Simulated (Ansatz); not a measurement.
# CsMgF3: the cost of one run

Computed with Ansatz 0.2.0 (reference: DFT, PBEsol, plane waves, PAW, unless a step's input says otherwise).

1 further run of the same task is left out (it didn't finish).

## 1. The system as given

It takes space group Pm-3m (No. 221, cubic). The conventional cell has a = 4.193 Å, b = 4.193 Å, c = 4.193 Å, α = 90.00°, β = 90.00°, γ = 90.00°. Around Cs (site symmetry m-3m) lie 12 F at 2.97 Å. Around Mg (site symmetry m-3m) lie 6 F at 2.10 Å. Around F (site symmetry 4/mmm) lie 2 Mg at 2.10 Å and 4 Cs at 2.97 Å.

As a file:

```cif
data_structure
_symmetry_space_group_name_H-M 'Pm-3m'
_symmetry_Int_Tables_number 221
_cell_length_a 4.1932
_cell_length_b 4.1932
_cell_length_c 4.1932
_cell_angle_alpha 90.000
_cell_angle_beta 90.000
_cell_angle_gamma 90.000
_cell_volume 73.73
loop_
_atom_site_label
_atom_site_type_symbol
_atom_site_symmetry_multiplicity
_atom_site_Wyckoff_symbol
_atom_site_fract_x
_atom_site_fract_y
_atom_site_fract_z
_atom_site_occupancy
Cs1 Cs 1 a 0.00000 0.00000 0.00000 1
Mg1 Mg 1 b 0.50000 0.50000 0.50000 1
F1 F 3 c 0.00000 0.50000 0.50000 1
```

## 2. Reference

File input.yaml:

```yaml
crystal:
  lattice:
    - [4.1931587508, 0.0, 0.0]
    - [0.0, 4.1931587508, 0.0]
    - [0.0, 0.0, 4.1931587508]
  atoms:
    - { symbol: Cs, position: [0.0, 0.0, 0.0] }
    - { symbol: Mg, position: [0.5, 0.5, 0.5] }
    - { symbol: F, position: [0.0, 0.5, 0.5] }
    - { symbol: F, position: [0.5, 0.0, 0.5] }
    - { symbol: F, position: [0.5, 0.5, 0.0] }
kpoints:
  mp_grid: { grid: [4, 4, 4] }
hamiltonian:
  xc: pbesol
scf:
  occupations: { method: fixed }
  n_extra_bands: 5
output:
  forces: true
  stress: true
  eigenvalues: true
```

Launch:

```sh
> ansatz run input.yaml --threads 4 --pin off --max-ram 4608MiB --backend cpu --events-out ev --progress --plain --runs-dir out
```

**Question.** How long does this run take on 4 threads of Intel Xeon at 2.50GHz (Skylake/Cascade Lake), shared host, and how much memory does it need?

About 1.7 s, with a peak of 0.37 GiB.
